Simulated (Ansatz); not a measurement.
# CH5FOSiTe: the cost of one run

Program: Ansatz 0.2.0, Gaussian basis. Level of theory: the settings change from run to run. These are calculated values, not measurements.

## 1. The molecule

The geometry comes from an earlier relaxation with PBE0-D4 in a triple-zeta def2 set; it is a stationary point, not always the lowest conformer. Te takes a core potential in def2 sets; no spin-orbit term is included.

10 atoms, charge 0, spin multiplicity 1.

Atoms are counted from 1 here; the program's logs count them from 0.

Bond lengths: O1–C2 1.383 Å, O1–H6 0.962 Å, C2–Te3 2.198 Å, C2–H7 1.093 Å, C2–H8 1.088 Å, Te3–Si4 2.461 Å, Si4–F5 1.602 Å, Si4–H9 1.481 Å, Si4–H10 1.486 Å. Angles: C2–O1–H6 109.2°, O1–C2–Te3 113.7°, O1–C2–H7 113.9°, O1–C2–H8 107.9°, Te3–C2–H7 106.0°, Te3–C2–H8 105.3°, H7–C2–H8 109.7°, C2–Te3–Si4 93.7°, Te3–Si4–F5 113.3°, Te3–Si4–H9 109.5°, Te3–Si4–H10 108.4°, F5–Si4–H9 107.3°, F5–Si4–H10 106.3°, H9–Si4–H10 112.1°.

## 2. B3LYP5/def2-mTZVPP

Options: unrestricted orbitals.

File in.yaml:

```yaml
crystal:
  periodic: [false, false, false]
  atoms:
    - {symbol: O, position_ang: [-2.406233, 0.074300, 0.155556]}
    - {symbol: C, position_ang: [-1.245257, 0.490315, 0.781014]}
    - {symbol: Te, position_ang: [0.142099, 1.556565, -0.549644]}
    - {symbol: Si, position_ang: [1.725366, -0.323991, -0.669873]}
    - {symbol: F, position_ang: [2.810726, -0.313468, 0.508537]}
    - {symbol: H, position_ang: [-2.185876, -0.567544, -0.525775]}
    - {symbol: H, position_ang: [-0.667528, -0.322814, 1.228182]}
    - {symbol: H, position_ang: [-1.518016, 1.211804, 1.547690]}
    - {symbol: H, position_ang: [2.466030, -0.266405, -1.950743]}
    - {symbol: H, position_ang: [0.961689, -1.589762, -0.521942]}
basis:
  gaussian: {orbitals: def2-mTZVPP}
magnetization: {spin_polarized: true, initial_magnetization: 0}
hamiltonian: {xc: {name: B3LYP5}}
output: {forces: true}
```

On the command line:

```sh
$ ansatz run in.yaml --threads 4 --pin off --events-out ev --progress --plain --max-ram 10444MiB
```

**Question.** How long does this run take on 4 threads of Arm Neoverse V2, shared host, and how much memory does it need?

About 3.9 s, with a peak of 0.58 GiB.
